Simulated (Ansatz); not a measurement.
# Pt (Im-3m): comparison of functionals at one structure from a Python script

How far apart do the functionals lie for Pt (Im-3m) at one structure? Aim: a comparison of functionals at one structure, for Pt (Im-3m), run from a script.

This is Pt in the bcc structure; at room conditions it is fcc.

Program: Ansatz 0.2.0, driven from Python. The levels of theory stand in the script. These are calculated values, not measurements.

**1. The system**

The structure is cubic, space group Im-3m (No. 229). The conventional cell has a = 3.168 Å, b = 3.168 Å, c = 3.168 Å, α = 90.00°, β = 90.00°, γ = 90.00°. Pt (site symmetry m-3m) has 8 Pt at 2.74 Å as nearest neighbours.

The script holds or builds the structure itself.

**2. The script**

Input file pt_xc.py:

```python
"""Functional comparison for Pt (totals differ with the potentials too)."""

import csv
import warnings

import ansatz
from ase import Atoms

warnings.simplefilter("ignore", ansatz.DeckWarning)

atoms = Atoms(
    ["Pt"],
    scaled_positions=[
        [0.0, 0.0, 0.0],
    ],
    cell=[
        [-1.58422, 1.58422, 1.58422],
        [1.58422, -1.58422, 1.58422],
        [1.58422, 1.58422, -1.58422],
    ],
    pbc=True,
)
pt = ansatz.Crystal.from_ase(atoms)

setup = (
    pt.calculation()
    .pseudopotentials("paw")
    .kpoints(12)
    .occupations("fermi_dirac", width=0.05)
    .stress()
)

rows = []
for value in ["lda", "pbesol", "blyp"]:
    summary = setup.functional(value).run().report
    rows.append((value, summary["free_energy_ev"] / len(summary["lattice"]["sites"]), summary["n_iterations"], sum(summary["stress_gpa"][i][i] for i in range(3)) / 3, summary["n_kpoints"]))

with open("xc.csv", "w", newline="") as handle:
    writer = csv.writer(handle)
    writer.writerow(["functional", "F/atom (eV)", "iterations", "P (GPa)", "k-points"])
    writer.writerows([round(v, 5) if isinstance(v, float) else v for v in row] for row in rows)
print(open("xc.csv").read())
```

**3. The calls as engine input**

The package turns the script's settings into the engine's input (first run):

```yaml
crystal:
  lattice:
    - [-1.58422, 1.58422, 1.58422]
    - [1.58422, -1.58422, 1.58422]
    - [1.58422, 1.58422, -1.58422]
  atoms:
    - { symbol: Pt, position: [0.0, 0.0, 0.0] }
kpoints:
  mp_grid:
    grid: [12, 12, 12]
hamiltonian:
  xc: lda
  pseudopotentials:
    kind: paw
scf:
  occupations:
    method: fermi_dirac
    width: 0.05
output:
  stress: true
```

**4. The run**

On the command line:

```sh
$ python pt_xc.py
```

The log of the run:

```text
functional,F/atom (eV),iterations,P (GPa),k-points
lda,-12244.83607,6,-16.14976,72
pbesol,-12383.69985,6,-11.20597,72
blyp,-12548.96913,6,12.41081,72
```

It took 2.9 s on 1 thread of Arm Neoverse V2, shared host; peak memory 0.34 GiB.

**5. Inputs of later runs**

The engine's inputs for the other runs:

Run 2, against run 1:

```diff
@@ -12 +12 @@
-  xc: lda
+  xc: pbesol
```

Run 3, against run 1:

```diff
@@ -12 +12 @@
-  xc: lda
+  xc: blyp
```

**6. What each run gave**

The 3 runs, in the order started:

| run | functional | energy (eV/atom) | pressure (GPa) | SCF cycles | CPU time (s) |
| --- | --- | --- | --- | --- | --- |
| 1 | lda | -12244.8361 | -16.15 | 6 | 0.72 |
| 2 | pbesol | -12383.6999 | -11.21 | 6 | 0.72 |
| 3 | blyp | -12548.9691 | 12.41 | 6 | 0.77 |

Energies are free energies F = E - TS of the smeared occupations. Totals hang on method, basis and potentials, so only like runs compare.

**7. Results**

| quantity | value |
| --- | --- |
| runs compared | 3 |
| pressure at this cell | -16.1 (lda) to 12.4 GPa (blyp) |

In words: From lowest to highest: LDA (-16.1 GPa), PBEsol (-11.2 GPa) and BLYP (12.4 GPa). At a fixed cell a lower pressure usually means a smaller equilibrium volume, so LDA prefers the smallest cell and BLYP the largest. Notes:
- For a metal this k-point mesh is coarse: on a finer one energies can move by several to tens of meV an atom and pressures by half a GPa or more, differences at one mesh by less.
- Pressure is positive in compression.
- Spin-orbit coupling, which matters for elements this heavy, is left out.
- This isn't the structure that Pt takes at ambient conditions.
- Total energies of different functionals can't be compared; pressures, moments and gaps at this one structure can. Whether this is the phase that is stable at ambient conditions was not tested.
